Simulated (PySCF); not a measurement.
# CH7BFP: electronic excitations and core binding energies

Wanted: the electronic excitations and core binding energies of CH7BFP (`FC[BH2-][PH3+]`), by calculation.

Computed with PySCF 2.14.0, with density-fitted response routines of our own, on a single molecule in the gas phase. Atoms are numbered from 0 throughout.

## Step 1: The starting structure

11 atoms, charge 0, multiplicity 1; geometry from: GFN2-xTB.

Bonds of the start (Å): F0–C1 1.42, C1–B2 1.64, B2–P3 1.93, C1–H4 1.09, C1–H5 1.09, B2–H6 1.19, B2–H7 1.19, P3–H8 1.38, P3–H9 1.39, P3–H10 1.38.

## Step 2: Excited states and response: CAM-B3LYP/def2-SVPD

The job: settings as JSON, then the geometry in Å.

```
{"job": {"kind": "uv", "xc": "CAM-B3LYP", "basis": "def2-SVPD", "nstates": 8, "ntriplets": 3}, "charge": 0, "multiplicity": 1}
F     -0.441763    -1.628063    -0.067330
C     -1.309593    -0.553397     0.255419
B     -0.426783     0.831638     0.177486
P      1.306780     0.130077    -0.298571
H     -2.127667    -0.622339    -0.464453
H     -1.704427    -0.795066     1.244236
H     -0.742627     1.571327    -0.700669
H     -0.289503     1.390637     1.220082
H      1.925446    -0.767655     0.543609
H      2.363626     1.012771    -0.458212
H      1.451935    -0.567259    -1.477560
```

With the program's defaults for keys left out, this is: TDDFT CAM-B3LYP/def2-SVPD, vertical, gas phase, core orbitals frozen in the response.

Launch:

```
$ OMP_NUM_THREADS=1 python probes_run.py task.json out
```

The driver reads the jobs from task.json and runs them one after another.

Output:

```text
coarse grid: 9224 points
cycle   1  E = -507.9312052951  dE =  2.427e-01  |g| = 4.667e-01  |ddm| = 3.958e+00
cycle   2  E = -507.9389907227  dE = -7.785e-03  |g| = 5.206e-01  |ddm| = 1.180e+00
cycle   3  E = -507.9835665102  dE = -4.458e-02  |g| = 6.988e-02  |ddm| = 4.492e-01
cycle   4  E = -507.9845940168  dE = -1.028e-03  |g| = 2.074e-02  |ddm| = 1.104e-01
cycle   5  E = -507.9847177310  dE = -1.237e-04  |g| = 3.161e-03  |ddm| = 4.649e-02
cycle   6  E = -507.9847206042  dE = -2.873e-06  |g| = 9.368e-04  |ddm| = 6.046e-03
final grid: 83552 points
cycle   7  E = -508.0480828119  dE = -1.695e-05  |g| = 3.934e-03  |ddm| = 3.859e-02
cycle   8  E = -508.0480821444  dE =  6.675e-07  |g| = 4.664e-03  |ddm| = 9.481e-03
cycle   9  E = -508.0480860727  dE = -3.928e-06  |g| = 4.354e-04  |ddm| = 3.858e-03
cycle  10  E = -508.0480861090  dE = -3.633e-08  |g| = 1.184e-04  |ddm| = 5.445e-04
cycle  11  E = -508.0480861124  dE = -3.434e-09  |g| = 1.698e-05  |ddm| = 1.726e-04
cycle  12  E = -508.0480861125  dE = -1.064e-10  |g| = 4.672e-06  |ddm| = 4.931e-05
converged SCF energy = -508.0480861125

Static polarisability (au): isotropic 56.157, principal 49.323 53.802 65.346

Singlet excitations
state   eV       nm        f      main configurations
  1   7.5104    165.1   0.00604   H->L 0.78
  2   7.6460    162.2   0.00069   H-1->L 0.90
  3   8.0574    153.9   0.02815   H-1->L+1 0.88
  4   8.1577    152.0   0.02237   H->L+1 0.84
  5   8.1675    151.8   0.00284   H->L+2 0.95
  6   8.2016    151.2   0.02819   H->L+3 0.45, H-1->L+2 0.35, H-2->L 0.11
  7   8.2674    150.0   0.00645   H->L+3 0.43, H-2->L 0.27, H-1->L+2 0.23
  8   8.2877    149.6   0.00050   H-1->L+3 0.89

Triplet excitations (Tamm-Dancoff, eV): 7.1596 7.4368 7.6980
```

It took 19 s on 1 thread of Arm Neoverse V1, shared host; peak memory 0.58 GiB.

Frontier orbitals and where they lie:

| orbital | eV | atoms |
| --- | --- | --- |
| HOMO−3 | -11.39 | F0 42 %, C1 20 %, B2 11 % |
| HOMO−2 | -10.56 | P3 31 %, B2 30 %, H7 9 % |
| HOMO−1 | -9.70 | B2 31 %, H7 18 %, H6 15 % |
| HOMO | -9.69 | C1 30 %, B2 27 %, F0 23 % |
| LUMO | 0.83 | P3 25 %, B2 21 %, H9 14 % |
| LUMO+1 | 1.46 | B2 42 %, P3 12 %, H8 6 % |
| LUMO+2 | 1.70 | P3 44 %, H8 16 %, H10 16 % |

With each of the 8 states as a Gaussian band of 0.4 eV half-width at 1/e, the curve within the window shown has maxima at 152 nm (ε 3,500) L/(mol cm). Beyond the last state computed it falls off for lack of states. The curve at chosen wavelengths:

```json
{"nm": "144", "ε (L/mol/cm)": "1119"}
{"nm": "145", "ε (L/mol/cm)": "1489"}
{"nm": "147", "ε (L/mol/cm)": "2312"}
{"nm": "148", "ε (L/mol/cm)": "2708"}
{"nm": "150", "ε (L/mol/cm)": "3309"}
{"nm": "151", "ε (L/mol/cm)": "3464"}
{"nm": "152", "ε (L/mol/cm)": "3505"}
{"nm": "154", "ε (L/mol/cm)": "3263"}
{"nm": "155", "ε (L/mol/cm)": "3015"}
{"nm": "157", "ε (L/mol/cm)": "2384"}
{"nm": "158", "ε (L/mol/cm)": "2053"}
{"nm": "159", "ε (L/mol/cm)": "1737"}
{"nm": "161", "ε (L/mol/cm)": "1199"}
{"nm": "162", "ε (L/mol/cm)": "987"}
{"nm": "164", "ε (L/mol/cm)": "668"}
{"nm": "165", "ε (L/mol/cm)": "553"}
{"nm": "166", "ε (L/mol/cm)": "460"}
{"nm": "168", "ε (L/mol/cm)": "322"}
{"nm": "169", "ε (L/mol/cm)": "270"}
{"nm": "171", "ε (L/mol/cm)": "187"}
{"nm": "172", "ε (L/mol/cm)": "154"}
{"nm": "173", "ε (L/mol/cm)": "125"}
{"nm": "175", "ε (L/mol/cm)": "80"}
{"nm": "176", "ε (L/mol/cm)": "62"}
{"nm": "178", "ε (L/mol/cm)": "37"}
{"nm": "179", "ε (L/mol/cm)": "27"}
```

Further results of this job:

```csv
property,computed
dipole moment (D),2.67
polarisability (Å³),8.32
HOMO–LUMO gap (eV),10.52
−ε(HOMO) (eV),9.69
```

## Step 3: Core holes by ΔSCF: SCAN, X2C

Same as in step 2 but for these lines:

```diff
@@ -1,2 +1,2 @@
-{"job": {"kind": "uv", "xc": "CAM-B3LYP", "basis": "def2-SVPD", "nstates": 8, "ntriplets": 3}, "charge": 0, "multiplicity": 1}
+{"job": {"kind": "xps"}, "charge": 0, "multiplicity": 1}
 F     -0.441763    -1.628063    -0.067330
```

Level: delta-SCF UKS SCAN, pcX-2 on the ionised atom, pcseg-1 elsewhere, spin-free X2C.

Output:

```text
ground state, core basis on atom 0 (F), 126 functions
  cycle   1  E = -509.07143711  |g| = 5.84e-01
  cycle   2  E = -508.98685464  |g| = 9.56e-01
  cycle   3  E = -509.14122483  |g| = 1.21e-01
  cycle   4  E = -509.14418717  |g| = 4.22e-02
  cycle   5  E = -509.14465193  |g| = 8.42e-03
  cycle   6  E = -509.14466487  |g| = 2.94e-03
  cycle   7  E = -509.14466791  |g| = 9.31e-04
  cycle   8  E = -509.14466853  |g| = 1.12e-04
  E(ground) = -509.16735335 Eh
hole in F 1s of atom 0
  cycle   1  E = -482.81868314  |g| = 2.58e+00
  cycle   2  E = -482.64746137  |g| = 2.20e+00
  cycle   3  E = -483.66450513  |g| = 3.66e-01
  cycle   4  E = -483.69811659  |g| = 1.75e-01
  cycle   5  E = -483.71583014  |g| = 3.49e-02
  cycle   6  E = -483.71642344  |g| = 6.81e-03
  cycle   7  E = -483.71644466  |g| = 2.58e-03
  cycle   8  E = -483.71644839  |g| = 7.59e-04
  cycle   9  E = -483.71644906  |g| = 2.10e-04
  E(ion) = -483.74483925 Eh   <S^2> = 0.7573   hole on atom = 1.000   binding energy = 691.782 eV
ground state, core basis on atom 1 (C), 126 functions
  cycle   1  E = -509.10211780  |g| = 7.73e-02
  cycle   2  E = -509.10119120  |g| = 9.33e-02
  cycle   3  E = -509.10245583  |g| = 2.52e-02
  cycle   4  E = -509.10255613  |g| = 5.64e-03
  cycle   5  E = -509.10256297  |g| = 6.93e-04
  cycle   6  E = -509.10256318  |g| = 9.39e-05
  E(ground) = -509.12262583 Eh
hole in C 1s of atom 1
  cycle   1  E = -497.82548792  |g| = 1.50e+00
  cycle   2  E = -496.09586706  |g| = 2.23e+00
  cycle   3  E = -498.22703922  |g| = 5.86e-01
  cycle   4  E = -498.31411935  |g| = 4.28e-01
  cycle   5  E = -498.37518399  |g| = 1.07e-01
  cycle   6  E = -498.37865364  |g| = 2.59e-02
  cycle   7  E = -498.37908290  |g| = 8.96e-03
  cycle   8  E = -498.37914584  |g| = 3.06e-03
  cycle   9  E = -498.37915566  |g| = 1.74e-03
  cycle  10  E = -498.37915830  |g| = 5.68e-04
  cycle  11  E = -498.37915872  |g| = 1.57e-04
  E(ion) = -498.39986666 Eh   <S^2> = 0.7726   hole on atom = 1.000   binding energy = 291.781 eV
ground state, core basis on atom 2 (B), 126 functions
  cycle   1  E = -509.09229562  |g| = 4.92e-02
  cycle   2  E = -509.09223032  |g| = 2.77e-02
  cycle   3  E = -509.09237514  |g| = 1.59e-02
  cycle   4  E = -509.09245134  |g| = 1.19e-03
  cycle   5  E = -509.09245260  |g| = 5.86e-04
  cycle   6  E = -509.09245093  |g| = 1.04e-04
  E(ground) = -509.11423786 Eh
hole in B 1s of atom 2
  cycle   1  E = -501.54574353  |g| = 1.18e+00
  cycle   2  E = -500.98560714  |g| = 1.46e+00
  cycle   3  E = -501.92383489  |g| = 2.90e-01
  cycle   4  E = -501.95528063  |g| = 1.86e-01
  cycle   5  E = -501.96596717  |g| = 4.03e-02
  cycle   6  E = -501.96664152  |g| = 8.94e-03
  cycle   7  E = -501.96668728  |g| = 5.30e-03
  cycle   8  E = -501.96670670  |g| = 1.81e-03
  cycle   9  E = -501.96671091  |g| = 9.18e-04
  cycle  10  E = -501.96671174  |g| = 3.90e-04
  E(ion) = -501.99007138 Eh   <S^2> = 0.7730   hole on atom = 1.000   binding energy = 193.858 eV
ground state, core basis on atom 3 (P), 137 functions
  cycle   1  E = -509.21548129  |g| = 3.39e-01
  cycle   2  E = -509.21549671  |g| = 2.67e-02
  cycle   3  E = -509.21538351  |g| = 3.31e-02
  cycle   4  E = -509.21568608  |g| = 5.38e-03
  cycle   5  E = -509.21568885  |g| = 3.01e-03
  cycle   6  E = -509.21569256  |g| = 1.42e-04
  E(ground) = -509.20641907 Eh
hole in P 1s of atom 3
  cycle   1  E = -429.00812885  |g| = 4.72e+00
  cycle   2  E = -428.07315402  |g| = 2.58e+00
  cycle   3  E = -429.01485070  |g| = 1.29e+00
  cycle   4  E = -430.10263290  |g| = 2.82e-01
  cycle   5  E = -430.11292142  |g| = 2.71e-01
  cycle   6  E = -430.13922489  |g| = 5.13e-02
  cycle   7  E = -430.13998867  |g| = 2.06e-02
  cycle   8  E = -430.14019645  |g| = 5.05e-03
  cycle   9  E = -430.14021011  |g| = 1.08e-03
  cycle  10  E = -430.14021107  |g| = 1.73e-04
  E(ion) = -430.13201326 Eh   <S^2> = 0.7519   hole on atom = 1.000   binding energy = 2151.724 eV
hole in P 2p of atom 3
  cycle   1  E = -503.74481204  |g| = 1.38e+00
  cycle   2  E = -503.11141934  |g| = 1.52e+00
  cycle   3  E = -504.00083927  |g| = 4.10e-01
  cycle   4  E = -504.11026293  |g| = 1.46e-01
  cycle   5  E = -504.11627562  |g| = 1.10e-01
  cycle   6  E = -504.12066025  |g| = 2.44e-02
  cycle   7  E = -504.12084503  |g| = 9.21e-03
  cycle   8  E = -504.12088566  |g| = 2.02e-03
  cycle   9  E = -504.12088875  |g| = 7.16e-04
  cycle  10  E = -504.12089009  |g| = 3.48e-04
  E(ion) = -504.12248492 Eh   <S^2> = 0.7533   hole on atom = 1.002   binding energy = 138.341 eV
  2p3/2 = 138.116 eV   2p1/2 = 139.008 eV
```

Wall time 27 s (1 thread of Arm Neoverse V1, shared host); peak memory 0.44 GiB.

The holes in one table. −ε is the ground-state orbital energy:

| hole | stands for | environment | ΔSCF (eV; 2p as the shell's mean) | −ε (eV) | ⟨S²⟩ |
| --- | --- | --- | --- | --- | --- |
| F1s on F0 | F0 | fluorine on an sp3 carbon | 691.78 | 666.0 | 0.757 |
| C1s on C1 | C1 | sp3 CH2 bonded to B and F | 291.78 | 274.5 | 0.773 |
| B1s on B2 | B2 | boron bonded to C, P, 2 H | 193.86 | 178.4 | 0.773 |
| P1s on P3 | P3 | phosphorus bonded to B, 3 H | 2151.72 | 2094.1 | 0.752 |
| P2p on P3 | P3 | phosphorus bonded to B, 3 H | 138.41 | 127.1 | 0.753 |

With the spin-orbit splitting: P3 2p3/2 138.12, 2p1/2 139.01 eV. The table gives each 2p level as the mean over the whole 2p shell (two parts 2p3/2, one part 2p1/2), which differs a little from the single hole in the log.

## Step 4: Outcome

| quantity | value |
| --- | --- |
| lowest singlet (CAM-B3LYP/def2-SVPD) | 7.51 eV (165 nm), f = 0.006 |
| brightest single state of those computed | state 6, 8.20 eV, f = 0.028 |
| lowest triplet | 7.16 eV |
| F1s binding energies, SCAN/pcX-2 | F0 691.78 eV |
| C1s binding energies, SCAN/pcX-2 | C1 291.78 eV |
| B1s binding energies, SCAN/pcX-2 | B2 193.86 eV |
| P1s binding energies, SCAN/pcX-2 | P3 2151.72 eV |
| P2p binding energies, SCAN/pcX-2 | P3 138.41 eV |

In words: The first singlet state (HOMO→LUMO 0.78) lies at 7.51 eV and is weak; of the 8 states computed, the strongest absorption comes from state 6 at 8.20 eV. The lowest triplet lies 0.35 eV below the lowest singlet (triplets in Tamm-Dancoff, singlets in full TDDFT).
